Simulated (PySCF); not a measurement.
# CH₇BSSi: runs on many settings

Aim: see how CH₇BSSi (`B[SiH2]SC`) answers to the choice of functional, basis, grid and SCF options.

The runs use PySCF 2.14.0, with density-fitted response routines of our own; the level of theory stands in each step. All values are computed, except where a source is named. Atoms count from 0, in the outputs and in this text.

**1. Starting geometry**

11 atoms, charge 0, multiplicity 1; geometry from: GFN2-xTB.

Bonds of the start (Å): B0–Si1 1.94, Si1–S2 2.17, S2–C3 1.82, B0–H4 1.17, B0–H5 1.17, Si1–H6 1.47, Si1–H7 1.47, C3–H8 1.09, C3–H9 1.08, C3–H10 1.09.

**2. NMR shieldings: PBE0/pcSseg-1**

The job: settings as JSON, then the geometry in Å.

```
{"job": {"kind": "nmr", "xc": "PBE0", "basis": "pcSseg-1"}, "charge": 0, "multiplicity": 1}
B     -2.522476     0.118302    -0.336488
Si    -0.785654    -0.486726     0.292263
S      0.594088     1.092112    -0.285028
C      2.163194     0.346787     0.248919
H     -2.925383    -0.176453    -1.393103
H     -3.202098     0.806371     0.319659
H     -0.544505    -0.647169     1.735864
H     -0.178607    -1.693729    -0.292596
H      2.131795     0.157288     1.317074
H      2.944666     1.062900     0.017970
H      2.330404    -0.577010    -0.295706
```

With the program's defaults for keys left out, this is: GIAO PBE0/pcSseg-1 NMR shielding, non-relativistic, gas phase.

Launch:

```sh
$ OMP_NUM_THREADS=1 python probes_run.py task.json out
```

One launch serves the whole session: the jobs run in the order shown.

Output:

```text
coarse grid: 9760 points
cycle   1  E = -754.3889582361  dE =  3.712e-02  |g| = 2.261e-01  |ddm| = 2.858e+00
cycle   2  E = -754.3906899815  dE = -1.732e-03  |g| = 2.254e-01  |ddm| = 6.807e-01
cycle   3  E = -754.4052328602  dE = -1.454e-02  |g| = 3.279e-02  |ddm| = 3.732e-01
cycle   4  E = -754.4055091364  dE = -2.763e-04  |g| = 9.949e-03  |ddm| = 4.983e-02
cycle   5  E = -754.4055383891  dE = -2.925e-05  |g| = 3.494e-03  |ddm| = 1.544e-02
cycle   6  E = -754.4055414530  dE = -3.064e-06  |g| = 9.459e-04  |ddm| = 4.636e-03
final grid: 83696 points
cycle   7  E = -754.4292275853  dE = -1.934e-05  |g| = 5.312e-03  |ddm| = 1.852e-02
cycle   8  E = -754.4292252269  dE =  2.358e-06  |g| = 6.141e-03  |ddm| = 9.524e-03
cycle   9  E = -754.4292347580  dE = -9.531e-06  |g| = 5.247e-04  |ddm| = 5.510e-03
cycle  10  E = -754.4292348475  dE = -8.950e-08  |g| = 8.756e-05  |ddm| = 7.241e-04
cycle  11  E = -754.4292348500  dE = -2.454e-09  |g| = 3.397e-05  |ddm| = 1.553e-04
cycle  12  E = -754.4292348503  dE = -3.408e-10  |g| = 8.348e-06  |ddm| = 6.022e-05
converged SCF energy = -754.4292348503

GIAO shielding tensors (ppm)
atom      isotropic    diamagn.    paramagn.     s11        s22        s33       span
  0 B      -13.061     197.888    -210.949   -127.188    -64.853    152.859    280.048
  1 Si     402.421     880.642    -478.222    359.750    400.589    446.923     87.173
  2 S      752.269    1058.672    -306.403    638.397    676.910    941.499    303.103
  3 C      168.686     250.812     -82.126    156.876    159.740    189.441     32.564
  4 H       21.208      29.444      -8.235      8.625     26.460     28.541     19.916
  5 H       21.243      29.395      -8.152      8.619     26.496     28.613     19.994
  6 H       26.917      29.688      -2.771     23.391     25.049     32.311      8.921
  7 H       27.000      29.907      -2.906     23.695     25.051     32.255      8.560
  8 H       29.640      30.229      -0.589     24.263     27.562     37.095     12.833
  9 H       29.512      29.097       0.415     23.882     26.561     38.093     14.210
 10 H       29.663      30.429      -0.766     24.185     27.590     37.213     13.028
```

Run time: 9.3 s. Hardware: 1 thread of Arm Neoverse V1, shared host; peak memory 0.55 GiB.

Shifts follow as δ = σ(reference) − σ, with reference shieldings (ppm) from runs at the same level and on the same kind of geometry: 1H TMS 31.72, 13C TMS 186.9, 29Si TMS 349.2, 11B BF3·OEt2 100.1, 33S CS2 504. The references are single molecules in the gas phase. Atoms listed in one row are averaged.

```csv
atoms,environment,σ (ppm),δ (ppm),δ scaled to CDCl3
C3,methyl carbon bonded to S,168.7,18.2,11.5
"H4, H5",hydrogen on a boron bonded to Si,21.23,10.49,–
"H6, H7","hydrogen on a silicon bonded to B, S",26.96,4.76,–
"H8, H9, H10",hydrogen on a methyl carbon bonded to S,29.60,2.11,2.10
B0,"boron bonded to Si, 2 H",-13.1,113.1,–
Si1,"silicon bonded to B, S, 2 H",402.4,-53.3,–
S2,"sulfur bonded to C, Si",752,-249,–
```

The scaled column applies a straight-line fit of computed shieldings to shifts measured in CDCl3, with any fitted terms for Cl, Br or S neighbours (root-mean-square error 0.16 ppm for H, 1.9 ppm for C).

Charges from the same density, by scheme (e):

```csv
atoms,Mulliken,IAO,Hirshfeld,ESP fit
B0,-0.16,-0.19,0.10,0.48
Si1,0.40,0.53,0.24,0.06
S2,-0.33,-0.18,-0.11,-0.26
C3,-0.38,-0.49,-0.11,-0.48
```

Mayer bond orders: B0–Si1 0.96, Si1–S2 0.96, S2–C3 0.99.

**3. Excited states and response: PBE0/def2-SVPD**

The job, as its differences from that of step 2:

```diff
@@ -1,2 +1,2 @@
-{"job": {"kind": "nmr", "xc": "PBE0", "basis": "pcSseg-1"}, "charge": 0, "multiplicity": 1}
+{"job": {"kind": "uv", "xc": "PBE0", "basis": "def2-SVPD", "nstates": 6, "ntriplets": 2}, "charge": 0, "multiplicity": 1}
 B     -2.522476     0.118302    -0.336488
```

Level: TDDFT PBE0/def2-SVPD, vertical, gas phase, core orbitals frozen in the response.

Output:

```text
coarse grid: 9760 points
cycle   1  E = -754.1158643079  dE =  1.177e-02  |g| = 2.082e-01  |ddm| = 3.905e+00
cycle   2  E = -754.1170303245  dE = -1.166e-03  |g| = 2.078e-01  |ddm| = 8.065e-01
cycle   3  E = -754.1306041294  dE = -1.357e-02  |g| = 3.242e-02  |ddm| = 4.128e-01
cycle   4  E = -754.1309329761  dE = -3.288e-04  |g| = 1.038e-02  |ddm| = 8.520e-02
cycle   5  E = -754.1309687533  dE = -3.578e-05  |g| = 3.115e-03  |ddm| = 2.701e-02
cycle   6  E = -754.1309716977  dE = -2.944e-06  |g| = 8.416e-04  |ddm| = 6.079e-03
final grid: 83696 points
cycle   7  E = -754.2120575147  dE = -1.810e-05  |g| = 5.230e-03  |ddm| = 5.524e-02
cycle   8  E = -754.2120548739  dE =  2.641e-06  |g| = 6.090e-03  |ddm| = 1.580e-02
cycle   9  E = -754.2120650125  dE = -1.014e-05  |g| = 5.359e-04  |ddm| = 8.352e-03
cycle  10  E = -754.2120651146  dE = -1.021e-07  |g| = 8.193e-05  |ddm| = 1.129e-03
cycle  11  E = -754.2120651168  dE = -2.206e-09  |g| = 3.652e-05  |ddm| = 2.281e-04
cycle  12  E = -754.2120651173  dE = -4.361e-10  |g| = 8.326e-06  |ddm| = 8.090e-05
converged SCF energy = -754.2120651173

Static polarisability (au): isotropic 77.938, principal 64.105 71.410 98.300

Singlet excitations
state   eV       nm        f      main configurations
  1   2.6559    466.8   0.00058   H->L 1.00
  2   4.3277    286.5   0.02432   H-2->L 0.73, H-1->L 0.24
  3   4.5179    274.4   0.02686   H-1->L 0.75, H-2->L 0.24
  4   5.0344    246.3   0.00167   H-3->L 0.89, H-4->L 0.09
  5   5.4942    225.7   0.00347   H->L+1 0.95
  6   6.0700    204.3   0.00159   H-4->L 0.83, H-3->L 0.10

Triplet excitations (Tamm-Dancoff, eV): 2.5118 3.3911
```

It took 9.4 s on 1 thread of Arm Neoverse V1, shared host; peak memory 0.67 GiB.

The orbitals next to the gap, with their largest atomic shares:

```csv
orbital,eV,atoms
HOMO−3,-9.48,"Si1 31 %, H6 18 %, H7 17 %"
HOMO−2,-8.94,"B0 33 %, Si1 27 %, S2 9 %"
HOMO−1,-8.40,"S2 59 %, Si1 17 %, C3 11 %"
HOMO,-6.70,"S2 71 %, C3 10 %, Si1 9 %"
LUMO,-2.89,"B0 53 %, Si1 18 %, H4 9 %"
LUMO+1,0.22,"S2 35 %, Si1 21 %, C3 10 %"
LUMO+2,0.73,"B0 31 %, Si1 23 %, S2 14 %"
```

With each of the 6 states as a Gaussian band of 0.4 eV half-width at 1/e, the curve within the window shown has maxima at 467 nm (ε 23), 280 nm (ε 2,000) L/(mol cm). Beyond the last state computed it falls off for lack of states. The curve at chosen wavelengths:

```json
{"nm": "195", "ε (L/mol/cm)": "38"}
{"nm": "211", "ε (L/mol/cm)": "107"}
{"nm": "228", "ε (L/mol/cm)": "173"}
{"nm": "244", "ε (L/mol/cm)": "285"}
{"nm": "260", "ε (L/mol/cm)": "1050"}
{"nm": "277", "ε (L/mol/cm)": "1938"}
{"nm": "293", "ε (L/mol/cm)": "1600"}
{"nm": "309", "ε (L/mol/cm)": "766"}
{"nm": "326", "ε (L/mol/cm)": "228"}
{"nm": "342", "ε (L/mol/cm)": "54"}
{"nm": "358", "ε (L/mol/cm)": "11"}
{"nm": "375", "ε (L/mol/cm)": "3"}
{"nm": "391", "ε (L/mol/cm)": "5"}
{"nm": "407", "ε (L/mol/cm)": "9"}
{"nm": "423", "ε (L/mol/cm)": "15"}
{"nm": "440", "ε (L/mol/cm)": "20"}
{"nm": "456", "ε (L/mol/cm)": "23"}
{"nm": "472", "ε (L/mol/cm)": "23"}
{"nm": "489", "ε (L/mol/cm)": "22"}
{"nm": "505", "ε (L/mol/cm)": "18"}
{"nm": "521", "ε (L/mol/cm)": "15"}
{"nm": "538", "ε (L/mol/cm)": "11"}
{"nm": "554", "ε (L/mol/cm)": "8"}
{"nm": "570", "ε (L/mol/cm)": "6"}
{"nm": "587", "ε (L/mol/cm)": "4"}
{"nm": "603", "ε (L/mol/cm)": "3"}
```

Ground-state properties from the same run:

```csv
property,computed
dipole moment (D),1.25
polarisability (Å³),11.55
HOMO–LUMO gap (eV),3.81
−ε(HOMO) (eV),6.70
```

**4. Excited states and response: LC-wPBE/def2-SVPD**

The job, as its differences from that of step 3:

```diff
@@ -1,2 +1,2 @@
-{"job": {"kind": "uv", "xc": "PBE0", "basis": "def2-SVPD", "nstates": 6, "ntriplets": 2}, "charge": 0, "multiplicity": 1}
+{"job": {"kind": "uv", "xc": "LC-wPBE", "basis": "def2-SVPD", "nstates": 25, "ntriplets": 5, "tda": false, "grid": 4}, "charge": 0, "multiplicity": 1}
 B     -2.522476     0.118302    -0.336488
```

Method: TDDFT LC-wPBE/def2-SVPD, vertical, gas phase, core orbitals frozen in the response.

Output:

```text
coarse grid: 9760 points
cycle   1  E = -754.1709366471  dE =  1.055e-01  |g| = 2.735e-01  |ddm| = 3.782e+00
cycle   2  E = -754.1975311433  dE = -2.659e-02  |g| = 1.456e-01  |ddm| = 7.254e-01
cycle   3  E = -754.2038689854  dE = -6.338e-03  |g| = 3.263e-02  |ddm| = 3.267e-01
cycle   4  E = -754.2043567541  dE = -4.878e-04  |g| = 9.720e-03  |ddm| = 1.162e-01
cycle   5  E = -754.2043970969  dE = -4.034e-05  |g| = 3.004e-03  |ddm| = 3.250e-02
cycle   6  E = -754.2044015687  dE = -4.472e-06  |g| = 9.118e-04  |ddm| = 9.658e-03
final grid: 224280 points
cycle   7  E = -754.3109307408  dE = -2.526e-05  |g| = 3.918e-03  |ddm| = 5.275e-02
cycle   8  E = -754.3109330173  dE = -2.277e-06  |g| = 2.702e-03  |ddm| = 1.031e-02
cycle   9  E = -754.3109348256  dE = -1.808e-06  |g| = 2.571e-04  |ddm| = 4.048e-03
cycle  10  E = -754.3109348570  dE = -3.143e-08  |g| = 9.908e-05  |ddm| = 8.460e-04
cycle  11  E = -754.3109348627  dE = -5.727e-09  |g| = 2.578e-05  |ddm| = 3.728e-04
cycle  12  E = -754.3109348632  dE = -4.811e-10  |g| = 8.245e-06  |ddm| = 8.937e-05
converged SCF energy = -754.3109348632

Static polarisability (au): isotropic 74.426, principal 62.404 69.092 91.781

Singlet excitations
state   eV       nm        f      main configurations
  1   4.0892    303.2   0.00119   H->L 0.95
  2   4.5083    275.0   0.00966   H-2->L 0.83
  3   5.3920    229.9   0.00081   H-3->L 0.56, H-5->L 0.38
  4   5.8238    212.9   0.05646   H-1->L 0.88
  5   5.9147    209.6   0.00338   H->L+1 0.37, H->L+2 0.31, H->L+10 0.14
  6   7.0839    175.0   0.01323   H-5->L 0.47, H-3->L 0.36
  7   7.2226    171.7   0.01148   H->L+2 0.42, H->L+6 0.23
  8   7.5129    165.0   0.01803   H->L+3 0.49, H->L+4 0.21
  9   7.6818    161.4   0.00413   H->L+7 0.41, H-1->L+1 0.13, H-1->L+2 0.09
 10   7.9350    156.2   0.00936   H->L+4 0.31, H->L+3 0.20, H->L+6 0.15
 11   8.0640    153.8   0.13434   H->L+5 0.72
 12   8.1797    151.6   0.01301   H-4->L 0.20, H->L+7 0.12, H->L+8 0.12
 13   8.2560    150.2   0.00963   H-4->L 0.25, H->L+8 0.19, H->L+1 0.08
 14   8.4453    146.8   0.24608   H-4->L 0.34, H->L+7 0.20, H-1->L+2 0.15
 15   8.7427    141.8   0.00092   H->L+9 0.53, H->L+10 0.14
 16   8.7901    141.0   0.08457   H-2->L+1 0.40, H-2->L+2 0.16, H-2->L+4 0.09
 17   8.9739    138.2   0.02305   H-1->L+2 0.31, H-1->L+6 0.20, H-1->L+1 0.10
 18   9.0017    137.7   0.05430   H->L+8 0.28, H->L+1 0.14
 19   9.1073    136.1   0.07040   H-1->L+3 0.25, H-1->L+7 0.19, H->L+11 0.10
 20   9.1977    134.8   0.02076   H-1->L+7 0.24, H->L+11 0.10, H->L+6 0.09
 21   9.2137    134.6   0.08861   H->L+11 0.23, H-1->L+4 0.15, H-1->L+3 0.14
 22   9.3040    133.3   0.00860   H->L+6 0.23, H-1->L+7 0.16, H->L+10 0.11
 23   9.4044    131.8   0.10868   H-2->L+1 0.28, H-2->L+2 0.24, H-2->L+6 0.16
 24   9.4902    130.6   0.00313   H-2->L+7 0.41, H-3->L+2 0.11
 25   9.5306    130.1   0.01036   H-3->L+1 0.32, H-3->L+8 0.10, H-2->L+7 0.10

Triplet excitations (Tamm-Dancoff, eV): 3.4836 3.8726 4.6068 5.3760 5.4444
```

Wall time 28 s (1 thread of Arm Neoverse V1, shared host); peak memory 0.58 GiB.

In short: HOMO -9.36 eV, LUMO -0.58 eV; lowest singlet 4.09 eV.

**5. Ultraviolet spectrum: HSE06/def2-SVPD**

The job, as its differences from that of step 4:

```diff
@@ -1,2 +1,2 @@
-{"job": {"kind": "uv", "xc": "LC-wPBE", "basis": "def2-SVPD", "nstates": 25, "ntriplets": 5, "tda": false, "grid": 4}, "charge": 0, "multiplicity": 1}
+{"job": {"kind": "uv", "xc": "HSE06", "basis": "def2-SVPD", "nstates": 25, "ntriplets": 5, "tda": false}, "charge": 0, "multiplicity": 1}
 B     -2.522476     0.118302    -0.336488
```

Method: TDDFT HSE06/def2-SVPD, vertical, gas phase, core orbitals frozen in the response.

Output:

```text
coarse grid: 9760 points
cycle   1  E = -754.1489149098  dE =  5.971e-03  |g| = 2.225e-01  |ddm| = 3.946e+00
cycle   2  E = -754.1460344569  dE =  2.880e-03  |g| = 2.474e-01  |ddm| = 8.717e-01
cycle   3  E = -754.1651116960  dE = -1.908e-02  |g| = 4.000e-02  |ddm| = 4.730e-01
cycle   4  E = -754.1656320628  dE = -5.204e-04  |g| = 1.322e-02  |ddm| = 1.070e-01
cycle   5  E = -754.1656966263  dE = -6.456e-05  |g| = 3.180e-03  |ddm| = 3.410e-02
cycle   6  E = -754.1656995223  dE = -2.896e-06  |g| = 1.076e-03  |ddm| = 7.229e-03
final grid: 83696 points
cycle   7  E = -754.2503264679  dE = -1.977e-05  |g| = 2.838e-03  |ddm| = 6.450e-02
cycle   8  E = -754.2503262696  dE =  1.983e-07  |g| = 2.872e-03  |ddm| = 9.010e-03
cycle   9  E = -754.2503287310  dE = -2.461e-06  |g| = 4.511e-04  |ddm| = 4.370e-03
cycle  10  E = -754.2503287901  dE = -5.911e-08  |g| = 1.380e-04  |ddm| = 9.866e-04
cycle  11  E = -754.2503287971  dE = -7.016e-09  |g| = 1.526e-05  |ddm| = 2.875e-04
cycle  12  E = -754.2503287972  dE = -8.924e-11  |g| = 5.259e-06  |ddm| = 4.923e-05
converged SCF energy = -754.2503287972

Static polarisability (au): isotropic 78.189, principal 64.281 71.597 98.690

Singlet excitations
state   eV       nm        f      main configurations
  1   2.5987    477.1   0.00058   H->L 1.00
  2   4.3179    287.1   0.02984   H-2->L 0.64, H-1->L 0.34
  3   4.4684    277.5   0.02075   H-1->L 0.65, H-2->L 0.34
  4   5.0233    246.8   0.00166   H-3->L 0.90, H-4->L 0.09
  5   5.4720    226.6   0.00343   H->L+1 0.96
  6   6.0460    205.1   0.00142   H-4->L 0.84, H-3->L 0.09
  7   6.2745    197.6   0.00454   H->L+2 0.95
  8   6.6197    187.3   0.02491   H->L+3 0.93
  9   6.7482    183.7   0.06575   H-5->L 0.81, H->L+4 0.08
 10   6.8623    180.7   0.03599   H->L+4 0.75, H-1->L+1 0.09
 11   6.9404    178.6   0.00528   H->L+6 0.58, H->L+5 0.36
 12   6.9953    177.2   0.00481   H->L+5 0.55, H->L+6 0.34
 13   7.3411    168.9   0.07139   H->L+7 0.72, H-1->L+1 0.23
 14   7.5846    163.5   0.08729   H-1->L+1 0.56, H->L+7 0.23
 15   7.6666    161.7   0.01341   H->L+8 0.94
 16   7.9424    156.1   0.05762   H-2->L+1 0.90
 17   8.0360    154.3   0.00727   H->L+9 0.49, H-1->L+2 0.35
 18   8.0487    154.0   0.00236   H-1->L+2 0.41, H->L+10 0.26, H->L+9 0.18
 19   8.0664    153.7   0.00069   H->L+10 0.59, H->L+9 0.28
 20   8.1499    152.1   0.00267   H-6->L 0.92
 21   8.2297    150.7   0.05891   H->L+11 0.62, H-1->L+3 0.20
 22   8.2835    149.7   0.00034   H-7->L 0.99
 23   8.3744    148.1   0.15138   H-1->L+3 0.31, H-1->L+4 0.24, H-3->L+1 0.14
 24   8.4133    147.4   0.09127   H-3->L+1 0.49, H-1->L+3 0.27, H-1->L+4 0.08
 25   8.4947    146.0   0.02180   H-1->L+4 0.51, H-3->L+1 0.31

Triplet excitations (Tamm-Dancoff, eV): 2.4579 3.3889 4.1227 4.4576 5.1129
```

Wall time 24 s (1 thread of Arm Neoverse V1, shared host); peak memory 0.67 GiB.

This run: HOMO -6.30 eV, LUMO -3.27 eV; lowest singlet 2.60 eV.

**6. TDDFT and polarisability: KT2/def2-TZVP**

The job, as its differences from that of step 5:

```diff
@@ -1,2 +1,2 @@
-{"job": {"kind": "uv", "xc": "HSE06", "basis": "def2-SVPD", "nstates": 25, "ntriplets": 5, "tda": false}, "charge": 0, "multiplicity": 1}
+{"job": {"kind": "uv", "xc": "KT2", "basis": "def2-TZVP", "nstates": 12, "ntriplets": 0, "tda": true}, "charge": 0, "multiplicity": 1}
 B     -2.522476     0.118302    -0.336488
```

With the program's defaults for keys left out, this is: TDA KT2/def2-TZVP, vertical, gas phase, core orbitals frozen in the response.

Output:

```text
coarse grid: 9760 points
cycle   1  E = -761.7069128847  dE =  3.668e-03  |g| = 3.599e-01  |ddm| = 2.313e+00
cycle   2  E = -761.6719600053  dE =  3.495e-02  |g| = 4.948e-01  |ddm| = 8.764e-01
cycle   3  E = -761.7410468037  dE = -6.909e-02  |g| = 1.053e-01  |ddm| = 5.644e-01
cycle   4  E = -761.7448905734  dE = -3.844e-03  |g| = 2.613e-02  |ddm| = 1.277e-01
cycle   5  E = -761.7451297491  dE = -2.392e-04  |g| = 6.125e-03  |ddm| = 3.005e-02
cycle   6  E = -761.7451421191  dE = -1.237e-05  |g| = 2.036e-03  |ddm| = 6.583e-03
cycle   7  E = -761.7451433203  dE = -1.201e-06  |g| = 6.906e-04  |ddm| = 2.088e-03
final grid: 83696 points
cycle   8  E = -761.7556205922  dE = -1.523e-04  |g| = 1.500e-02  |ddm| = 4.358e-02
cycle   9  E = -761.7555698020  dE =  5.079e-05  |g| = 1.841e-02  |ddm| = 2.167e-02
cycle  10  E = -761.7556470541  dE = -7.725e-05  |g| = 4.590e-03  |ddm| = 1.641e-02
cycle  11  E = -761.7556529213  dE = -5.867e-06  |g| = 7.283e-04  |ddm| = 3.888e-03
cycle  12  E = -761.7556531088  dE = -1.875e-07  |g| = 1.859e-04  |ddm| = 8.555e-04
cycle  13  E = -761.7556531182  dE = -9.329e-09  |g| = 7.767e-05  |ddm| = 2.187e-04
cycle  14  E = -761.7556531201  dE = -1.944e-09  |g| = 1.543e-05  |ddm| = 9.120e-05
cycle  15  E = -761.7556531202  dE = -8.276e-11  |g| = 2.670e-06  |ddm| = 2.123e-05
converged SCF energy = -761.7556531202

Static polarisability (au): isotropic 77.466, principal 60.482 68.982 102.934

Singlet excitations
state   eV       nm        f      main configurations
  1   1.8106    684.8   0.00049   H->L 1.00
  2   3.6957    335.5   0.03898   H-1->L 0.91
  3   4.1636    297.8   0.01873   H-2->L 0.92
  4   4.4314    279.8   0.00271   H-3->L 0.99
  5   5.0887    243.6   0.00209   H->L+1 0.99
  6   5.5487    223.4   0.00127   H-4->L 0.99
  7   5.8701    211.2   0.08838   H-5->L 0.92
  8   6.1036    203.1   0.00360   H->L+2 0.79, H->L+3 0.18
  9   6.3234    196.1   0.01725   H->L+3 0.62, H->L+4 0.13, H->L+2 0.13
 10   6.3910    194.0   0.01076   H->L+4 0.76, H->L+3 0.11
 11   6.7483    183.7   0.00539   H->L+5 0.87
 12   6.8678    180.5   0.00245   H-6->L 0.77, H-7->L 0.22
```

It took 19 s on 1 thread of Arm Neoverse V1, shared host.

In short: HOMO -5.58 eV, LUMO -3.83 eV; lowest singlet 1.81 eV.

**7. Run by run: electronic excitations**

Excitations and ground-state properties, with basis size and wall time:

```csv
run,lowest singlet (eV),brightest (eV),f,gap (eV),α (Å³),μ (D),functions,time
PBE0/def2-SVPD,2.66,4.52,0.027,3.81,11.55,1.25,147,9.4 s
LC-wPBE/def2-SVPD,4.09,8.45,0.246,8.78,11.03,1.38,147,28 s
HSE06/def2-SVPD,2.60,8.37,0.151,3.04,11.59,1.24,147,24 s
KT2/def2-TZVP,1.81,5.87,0.088,1.75,11.48,1.04,178,19 s
```

**8. What came out**

```
                                                              quantity                        value
                                13C shifts against TMS (PBE0/pcSseg-1)                     18.2 ppm
1H shifts against TMS (PBE0/pcSseg-1, means over atoms taken as alike)        10.49, 4.76, 2.11 ppm
                           11B shifts against BF3·OEt2 (PBE0/pcSseg-1)                    113.1 ppm
                               29Si shifts against TMS (PBE0/pcSseg-1)                    -53.3 ppm
                                33S shifts against CS2 (PBE0/pcSseg-1)                     -249 ppm
                                       lowest singlet (PBE0/def2-SVPD)  2.66 eV (467 nm), f = 0.001
                              brightest single state of those computed  state 3, 4.52 eV, f = 0.027
                                                        lowest triplet                      2.51 eV
                                           range of the lowest singlet              1.81 to 4.09 eV
```

**Reading.** Single values in the summary come from the first run of each kind that ended normally (PBE0/pcSseg-1; PBE0/def2-SVPD), which need not be the best level. At PBE0/pcSseg-1: The largest span, 303 ppm, is at S2, where the paramagnetic term is -306 ppm. The first singlet state (HOMO→LUMO 1.00) lies at 2.66 eV and is dark; of the 6 states computed, the strongest absorption comes from state 3 at 4.52 eV. The lowest triplet lies 0.14 eV below the lowest singlet (triplets in Tamm-Dancoff, singlets in full TDDFT). The lowest singlet runs from 1.81 eV (KT2/def2-TZVP) to 4.09 eV (LC-wPBE/def2-SVPD), while the orbital gap spans 1.75 to 8.78 eV. The lowest state need not be the same one in every run. The runs solved for a few states only, so the brightest column depends on that window.
